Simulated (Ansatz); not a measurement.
**Al2GaH (quintet): wave-function methods side by side, cc-pVDZ**

Aim: climb from Hartree-Fock through coupled cluster for Al2GaH (quintet) at one geometry and basis, and see what each rung misses.

Computed with Ansatz 0.2.0, Gaussian basis. Level: cc-pVDZ, core rule «outside noble gas», up to 24 orbitals frozen.

Plan: UHF; CCSD(T) on ROHF; CCSD(T) on UHF; BCCD(T) on ROHF; CISD as a restricted active space (open shells left free, so some higher excitations enter); CCSDT(Q) on ROHF; CCSDT(Q) on UHF.

34 further runs of the same task are left out: 2 for a known fault of the program, 16 that didn't finish, 16 set aside as unsound or not needed. Runs told in other sessions of the task aren't counted.

## (1) The geometry

The geometry is a PBE0/def2-TZVP stationary point (not a proven minimum) of the parent state, kept for this charge and spin. No spin-orbit coupling is included. The filled d shell of Ga may be among the frozen orbitals whatever the setting's name suggests.

4 atoms, charge 0, spin multiplicity 5.

Atoms are counted from 1 here; the program's logs count them from 0.

Bond lengths: Al1–Al2 2.585 Å, Al1–H4 1.925 Å, Al2–Ga3 2.597 Å, Al2–H4 1.870 Å. Angles: Al2–Al1–H4 46.2°, Al1–Al2–Ga3 98.6°, Al1–Al2–H4 48.0°, Ga3–Al2–H4 50.7°, Al1–H4–Al2 85.9°.

Coordinates:

```
Al    0.0000    0.6516    2.5805
Al    0.0000   -1.2421    0.8211
Ga    0.0000    0.2195   -1.3259
H     0.0000    0.6206    0.6561
```

In the tables R marks a restricted open-shell determinant and U an unrestricted one; energies count from the table's Hartree-Fock row.

## (2) UHF

in.yaml reads:

```yaml
crystal:
  periodic: [false, false, false]
  atoms:
    - {symbol: Al, position_ang: [0.000000, 0.651584, 2.580537]}
    - {symbol: Al, position_ang: [0.000000, -1.242085, 0.821113]}
    - {symbol: Ga, position_ang: [0.000000, 0.219542, -1.325862]}
    - {symbol: H, position_ang: [0.000000, 0.620606, 0.656125]}
basis:
  gaussian: {orbitals: cc-pVDZ}
magnetization: {spin_polarized: true, initial_magnetization: 4}
hamiltonian: {xc: hf}
output: {orbitals: {seedname: orbitals}}
```

Started as:

```console
$ ansatz run in.yaml --threads 1 --pin off --events-out ev --progress --plain --max-ram 2393MiB
```

Log:

```text
Functional definition: HF
  name "HF"
  cite "Fock, Z. Phys. 61, 126 (1930) doi:10.1007/BF01340294"
  parent pbe
  exchange = exact_x
  correlation = 0
730 factors; integrals over basis functions are off by at most 1.2e-3 eV
mean field evaluation 1: about -65509.3001 eV, gradient 7.1e0 eV
mean field evaluation 2: about -65509.3062 eV, gradient 7.1e0 eV
mean field evaluation 4: about -65510.4373 eV, gradient 2.0e0 eV
mean field evaluation 8: about -65510.8655 eV, gradient 5.3e-1 eV
mean field evaluation 16: about -65510.9234 eV, gradient 3.9e-2 eV
mean field evaluation 32: about -65510.9246 eV, gradient 6.6e-4 eV
mean field evaluation 64: about -65511.3764 eV, gradient 6.4e-1 eV
mean field evaluation 96: about -65510.6831 eV, gradient 1.4e0 eV
mean field evaluation 128: about -65510.8851 eV, gradient 2.0e0 eV
mean field evaluation 160: about -65511.2788 eV, gradient 6.2e-1 eV
mean field evaluation 192: about -65510.1381 eV, gradient 1.8e0 eV
mean field evaluation 224: about -65510.9246 eV, gradient 5.3e-3 eV
mean field -65511.51826012 eV, -2407.5038907573 hartree, gradient 1.4e-5 eV, S^2 6.152017; 3 other end points of the search recorded, 0 dependent functions left out
reference -65511.51826012 eV, -2407.5038907573 hartree; 31, 27 occupied and 37, 41 virtual orbitals, 730 factors
Total energy: -65511.51826012 eV, -2407.5038907573 hartree
```

It took 9 s on 1 thread of Arm Neoverse V1, shared host.

From the report: ⟨S²⟩ of the determinant 6.152 (pure quintet: 6.00).

## (3) CCSD(T) on ROHF

Edit in.yaml of step 2 so:

```diff
@@ -9,4 +9,3 @@
   gaussian: {orbitals: cc-pVDZ}
-magnetization: {spin_polarized: true, initial_magnetization: 4}
-hamiltonian: {xc: hf}
-output: {orbitals: {seedname: orbitals}}
+magnetization: {spin_polarized: false, initial_magnetization: 4}
+correlation: {method: ccsd_t, electrons: outside_noble_gas}
```

The command is unchanged.

Log (excerpt; [...] marks lines left out):

```text
Functional definition: HF
  name "HF"
  cite "Fock, Z. Phys. 61, 126 (1930) doi:10.1007/BF01340294"
  parent pbe
[...]
730 factors; integrals over basis functions are off by at most 1.2e-3 eV
[...]
mean field -65511.23285893 eV, -2407.4934024571 hartree, gradient 2.5e-6 eV, S^2 6.000000; 27 other end points of the search recorded, 0 dependent functions left out
[...]
determinant -65511.23285893 eV, -2407.4934024571 hartree, with singles and doubles -65516.05606883 eV, -2407.6706521515 hartree
determinant -65511.06880478 eV, -2407.4873735783 hartree, with singles and doubles -65515.79759202 eV, -2407.6611533041 hartree
determinant -65510.76888288 eV, -2407.4763516518 hartree, with singles and doubles -65515.70808926 eV, -2407.6578641385 hartree
determinant -65510.69527496 eV, -2407.4736466106 hartree, with singles and doubles -65515.73093133 eV, -2407.6587035690 hartree
[...]
determinant -65511.23285893 eV, -2407.4934024571 hartree, with singles and doubles -65516.05754849 eV, -2407.6707065281 hartree
determinant -65511.06880478 eV, -2407.4873735783 hartree, with singles and doubles -65515.81125515 eV, -2407.6616554150 hartree
determinant -65510.76888288 eV, -2407.4763516518 hartree, with singles and doubles -65515.72337276 eV, -2407.6584257965 hartree
determinant -65510.69527496 eV, -2407.4736466106 hartree, with singles and doubles -65515.73729365 eV, -2407.6589373798 hartree
[...]
24 core orbitals not correlated: weight in the atoms' cores, before any rotation towards them, 1.000 or more for the frozen orbitals, at most 0.000 for the correlated occupied ones
reference -65511.23285893 eV, -2407.4934024571 hartree; 7, 3 occupied and 37, 41 virtual orbitals, 730 factors
second order -3.80334533 eV of doubles, -0.09108678 eV of singles
cycle   1  -4.82468913 eV  change    4.3e-7 eV  update   4.1e-6
perturbative correction -0.28862090 eV, -0.0106066223 hartree
Total energy: -65516.34616895 eV, -2407.6813131346 hartree
```

Wall time 57 s (1 thread of Arm Neoverse V1, shared host).

From the report: correlation -5.1133 eV; T1 0.050; largest double amplitude 0.09.

## (4) CCSD(T) on UHF

Edit in.yaml of step 3 so:

```diff
@@ -9,3 +9,3 @@
   gaussian: {orbitals: cc-pVDZ}
-magnetization: {spin_polarized: false, initial_magnetization: 4}
+magnetization: {spin_polarized: true, initial_magnetization: 4}
 correlation: {method: ccsd_t, electrons: outside_noble_gas}
```

Same command.

Log (excerpt; [...] marks lines left out):

```text
Functional definition: HF
  name "HF"
  cite "Fock, Z. Phys. 61, 126 (1930) doi:10.1007/BF01340294"
  parent pbe
[...]
730 factors; integrals over basis functions are off by at most 1.2e-3 eV
[...]
mean field -65511.51826012 eV, -2407.5038907573 hartree, gradient 3.1e-6 eV, S^2 6.152016; 15 other end points of the search recorded, 0 dependent functions left out
determinant -65511.51826012 eV, -2407.5038907573 hartree, with singles and doubles -65516.07675072 eV, -2407.6714121970 hartree
determinant -65511.31386058 eV, -2407.4963792129 hartree, with singles and doubles -65515.81417185 eV, -2407.6617626017 hartree
determinant -65510.92461891 eV, -2407.4820748454 hartree, with singles and doubles -65515.72495127 eV, -2407.6584838058 hartree
determinant -65510.44363078 eV, -2407.4643988576 hartree, with singles and doubles -65515.30318352 eV, -2407.6429841267 hartree
determinant -65511.51826012 eV, -2407.5038907573 hartree, with singles and doubles -65516.08032855 eV, -2407.6715436801 hartree
determinant -65511.31386058 eV, -2407.4963792129 hartree, with singles and doubles -65515.82353044 eV, -2407.6621065235 hartree
determinant -65510.92461891 eV, -2407.4820748454 hartree, with singles and doubles -65515.73660787 eV, -2407.6589121780 hartree
24 core orbitals not correlated: weight in the atoms' cores, before any rotation towards them, 1.000 or more for the frozen orbitals, at most 0.000 for the correlated occupied ones
reference -65511.51826012 eV, -2407.5038907573 hartree; 7, 3 occupied and 37, 41 virtual orbitals, 730 factors
second order -3.50687855 eV of doubles, -0.00000000 eV of singles
cycle   1  -4.56206913 eV  change   -6.9e-7 eV  update   1.9e-6
perturbative correction -0.26701027 eV, -0.0098124463 hartree
Total energy: -65516.34733952 eV, -2407.6813561520 hartree
```

Run time: 42 s. Hardware: 1 thread of Arm Neoverse V1, shared host.

From the report: ⟨S²⟩ of the determinant 6.152 (pure quintet: 6.00); correlation -4.8291 eV; T1 0.050; largest double amplitude 0.09.

## (5) BCCD(T) on ROHF

Edit in.yaml of step 4 so:

```diff
@@ -9,3 +9,3 @@
   gaussian: {orbitals: cc-pVDZ}
-magnetization: {spin_polarized: true, initial_magnetization: 4}
-correlation: {method: ccsd_t, electrons: outside_noble_gas}
+magnetization: {spin_polarized: false, initial_magnetization: 4}
+correlation: {method: bccd_t, electrons: outside_noble_gas}
```

The command is unchanged.

Log (excerpt; [...] marks lines left out):

```text
Functional definition: HF
  name "HF"
  cite "Fock, Z. Phys. 61, 126 (1930) doi:10.1007/BF01340294"
  parent pbe
[...]
730 factors; integrals over basis functions are off by at most 1.2e-3 eV
[...]
mean field -65511.23285893 eV, -2407.4934024571 hartree, gradient 2.5e-6 eV, S^2 6.000000; 27 other end points of the search recorded, 0 dependent functions left out
[...]
determinant -65511.23285893 eV, -2407.4934024571 hartree, with singles and doubles -65516.05606883 eV, -2407.6706521515 hartree
determinant -65511.06880478 eV, -2407.4873735783 hartree, with singles and doubles -65515.79759202 eV, -2407.6611533041 hartree
determinant -65510.76888288 eV, -2407.4763516518 hartree, with singles and doubles -65515.70808926 eV, -2407.6578641385 hartree
determinant -65510.69527496 eV, -2407.4736466106 hartree, with singles and doubles -65515.73093133 eV, -2407.6587035690 hartree
[...]
determinant -65511.06880478 eV, -2407.4873735783 hartree, with singles and doubles -65515.81125515 eV, -2407.6616554150 hartree
determinant -65510.76888288 eV, -2407.4763516518 hartree, with singles and doubles -65515.72337276 eV, -2407.6584257965 hartree
determinant -65510.69527496 eV, -2407.4736466106 hartree, with singles and doubles -65515.73729365 eV, -2407.6589373798 hartree
[...]
24 core orbitals not correlated: weight in the atoms' cores, before any rotation towards them, 1.000 or more for the frozen orbitals, at most 0.000 for the correlated occupied ones
reference -65511.23285893 eV, -2407.4934024571 hartree; 7, 3 occupied and 37, 41 virtual orbitals, 730 factors
second order -3.80334533 eV of doubles, -0.09108678 eV of singles
cycle   1  -4.82451186 eV  change    1.8e-4 eV  update   1.8e-2
[...]
cycle  14  -4.81917908 eV  change    3.1e-7 eV  update   8.7e-6
perturbative correction -0.29327668 eV, -0.0107777193 hartree
Total energy: -65516.34531469 eV, -2407.6812817410 hartree
```

Run time: 65 s. Hardware: 1 thread of Arm Neoverse V1, shared host.

From the report: correlation -5.1125 eV; largest double amplitude 0.09.

## (6) CISD as a restricted active space (open shells left free, so some higher excitations enter)

Edit in.yaml of step 5 so:

```diff
@@ -10,2 +10,2 @@
 magnetization: {spin_polarized: false, initial_magnetization: 4}
-correlation: {method: bccd_t, electrons: outside_noble_gas}
+correlation: {active_space: {ras: {orbitals: [3, 4, 37], electrons: 10, max_holes: 2, max_particles: 2}, fixed_orbitals: true}}
```

Same command.

Log (excerpt; [...] marks lines left out):

```text
Functional definition: HF
  name "HF"
  cite "Fock, Z. Phys. 61, 126 (1930) doi:10.1007/BF01340294"
  parent pbe
[...]
730 factors; integrals over basis functions are off by at most 1.2e-3 eV
[...]
mean field -65511.23285893 eV, -2407.4934024571 hartree, gradient 2.5e-6 eV, S^2 6.000000; 17 other end points of the search recorded, 0 dependent functions left out
reference -65511.23285893 eV, -2407.4934024571 hartree; 31, 27 occupied and 37, 41 virtual orbitals, 730 factors
state -65515.65729148 eV, -2407.6559973544 hartree
Total energy: -65515.65729148 eV, -2407.6559973544 hartree
```

Run time: 24 s. Hardware: 1 thread of Arm Neoverse V1, shared host.

From the report: 168,230 determinants.

## (7) CCSDT(Q) on ROHF

Edit in.yaml of step 6 so:

```diff
@@ -10,2 +10,2 @@
 magnetization: {spin_polarized: false, initial_magnetization: 4}
-correlation: {active_space: {ras: {orbitals: [3, 4, 37], electrons: 10, max_holes: 2, max_particles: 2}, fixed_orbitals: true}}
+correlation: {method: ccsdt_q, electrons: outside_noble_gas}
```

Launched as before.

Log (excerpt; [...] marks lines left out):

```text
Functional definition: HF
  name "HF"
  cite "Fock, Z. Phys. 61, 126 (1930) doi:10.1007/BF01340294"
  parent pbe
[...]
1344 factors; integrals over basis functions are off by at most 1.9e-7 eV
[...]
mean field -65511.23294745 eV, -2407.4934057103 hartree, gradient 1.8e-6 eV, S^2 6.000000; 27 other end points of the search recorded, 0 dependent functions left out
[...]
determinant -65511.23294745 eV, -2407.4934057103 hartree, with singles and doubles -65516.05615673 eV, -2407.6706553821 hartree
determinant -65511.06889812 eV, -2407.4873770085 hartree, with singles and doubles -65515.79768228 eV, -2407.6611566210 hartree
determinant -65510.76896873 eV, -2407.4763548069 hartree, with singles and doubles -65515.70817140 eV, -2407.6578671569 hartree
determinant -65510.69535933 eV, -2407.4736497112 hartree, with singles and doubles -65515.73101275 eV, -2407.6587065613 hartree
[...]
determinant -65511.06889812 eV, -2407.4873770085 hartree, with singles and doubles -65515.81134464 eV, -2407.6616587035 hartree
determinant -65510.76896873 eV, -2407.4763548069 hartree, with singles and doubles -65515.72345500 eV, -2407.6584288190 hartree
determinant -65510.69535933 eV, -2407.4736497112 hartree, with singles and doubles -65515.73737746 eV, -2407.6589404599 hartree
[...]
24 core orbitals not correlated: weight in the atoms' cores, before any rotation towards them, 1.000 or more for the frozen orbitals, at most 0.000 for the correlated occupied ones
reference -65511.23294745 eV, -2407.4934057103 hartree; 7, 3 occupied and 37, 41 virtual orbitals, 1344 factors
second order -3.80336898 eV of doubles, -0.09108789 eV of singles
cycle   1  -4.47316598 eV  change   -5.8e-1 eV  update   1.2e-1
[...]
cycle  28  -5.17790583 eV  change    4.5e-7 eV  update   3.9e-7
perturbative correction -0.02780013 eV, -0.0010216360 hartree
Total energy: -65516.43865341 eV, -2407.6847118759 hartree
```

Run time: 2.4 min. Hardware: 1 thread of Arm Neoverse V1, shared host; peak memory 0.5 GiB.

From the report: correlation -5.2057 eV; T1 0.054; largest double amplitude 0.12.

## (8) CCSDT(Q) on UHF

Edit in.yaml of step 7 so:

```diff
@@ -9,3 +9,3 @@
   gaussian: {orbitals: cc-pVDZ}
-magnetization: {spin_polarized: false, initial_magnetization: 4}
+magnetization: {spin_polarized: true, initial_magnetization: 4}
 correlation: {method: ccsdt_q, electrons: outside_noble_gas}
```

Same command.

Log (excerpt; [...] marks lines left out):

```text
Functional definition: HF
  name "HF"
  cite "Fock, Z. Phys. 61, 126 (1930) doi:10.1007/BF01340294"
  parent pbe
[...]
1344 factors; integrals over basis functions are off by at most 1.9e-7 eV
[...]
mean field -65511.51835474 eV, -2407.5038942346 hartree, gradient 3.2e-6 eV, S^2 6.152021; 15 other end points of the search recorded, 0 dependent functions left out
determinant -65511.51835474 eV, -2407.5038942346 hartree, with singles and doubles -65516.07683910 eV, -2407.6714154450 hartree
determinant -65511.31395557 eV, -2407.4963827036 hartree, with singles and doubles -65515.81426207 eV, -2407.6617659170 hartree
determinant -65510.92470458 eV, -2407.4820779938 hartree, with singles and doubles -65515.72503375 eV, -2407.6584868369 hartree
determinant -65510.44371628 eV, -2407.4644019997 hartree, with singles and doubles -65515.30326295 eV, -2407.6429870458 hartree
determinant -65511.51835474 eV, -2407.5038942346 hartree, with singles and doubles -65516.08041656 eV, -2407.6715469143 hartree
determinant -65511.31395557 eV, -2407.4963827036 hartree, with singles and doubles -65515.82362022 eV, -2407.6621098228 hartree
determinant -65510.92470458 eV, -2407.4820779938 hartree, with singles and doubles -65515.73669050 eV, -2407.6589152146 hartree
24 core orbitals not correlated: weight in the atoms' cores, before any rotation towards them, 1.000 or more for the frozen orbitals, at most 0.000 for the correlated occupied ones
reference -65511.51835474 eV, -2407.5038942346 hartree; 7, 3 occupied and 37, 41 virtual orbitals, 1344 factors
second order -3.50688860 eV of doubles, -0.00000000 eV of singles
cycle   1  -4.13713487 eV  change   -6.3e-1 eV  update   1.2e-1
[...]
cycle  27  -4.90250097 eV  change   -4.0e-7 eV  update   9.1e-7
perturbative correction -0.02742539 eV, -0.0010078645 hartree
Total energy: -65516.44828110 eV, -2407.6850656869 hartree
```

It took 1.8 min on 1 thread of Arm Neoverse V1, shared host; peak memory 0.43 GiB.

From the report: ⟨S²⟩ of the determinant 6.152 (pure quintet: 6.00); correlation -4.9299 eV; T1 0.058; largest double amplitude 0.12.

## (9) Misses and costs

No level here is safe as a reference; RCCSDT(Q) serves as a yardstick only. Rows without a time are mean-field rows or come out of runs for another level: lower rungs of the coupled-cluster runs, or the Hartree-Fock search.

```
   method  energy from the lowest ROHF (meV)  from RCCSDT(Q) (meV)     time
      ROHF                               0.0               +5205.8         
      UHF                            -285.4               +4920.4         
     RMP2                           -3894.4               +1311.4         
     UMP2                           -3792.3               +1413.5         
     CISD                           -4424.4                +781.4     24 s
    RCCSD                           -4824.7                +381.1         
    UCCSD                           -4847.5                +358.3         
 RCCSD(T)                           -5113.3                 +92.5     57 s
 UCCSD(T)                           -5114.5                 +91.3     42 s
  BCCD(T)                           -5112.5                 +93.3     65 s
   RCCSDT                           -5178.0                 +27.8         
   UCCSDT                           -5188.0                 +17.8         
RCCSDT(Q)                           -5205.8                     0  2.4 min
UCCSDT(Q)                           -5215.4                  -9.6  1.8 min
```

Among the levels timed on like hardware and quicker than the yardstick, those that no quicker one beats, quickest first: CISD (24 s, +781.4 meV); UCCSD(T) (42 s, +91.3 meV); UCCSDT(Q) (1.8 min, -9.6 meV).

## (10) What came out

| quantity | value |
| --- | --- |
| RCCSDT(Q) from the ROHF energy | -5.2058 eV |
| RMP2 from RCCSDT(Q) | +1311.4 meV |
| UMP2 from RCCSDT(Q) | +1413.5 meV |
| RCCSD from RCCSDT(Q) | +381.1 meV |
| RCCSD(T) from RCCSDT(Q) | +92.5 meV |
| UCCSD(T) from RCCSDT(Q) | +91.3 meV |
| UCCSDT(Q) from RCCSDT(Q) | -9.6 meV |
| T1 diagnostic | 0.050 |

RCCSD(T) lands +92.5 meV from the yardstick (1.8 % of the correlation energy). Warnings: spin contamination; large T1 diagnostic.

With open shells the CI space here admits some higher excitations, so it is larger than plain CISD.
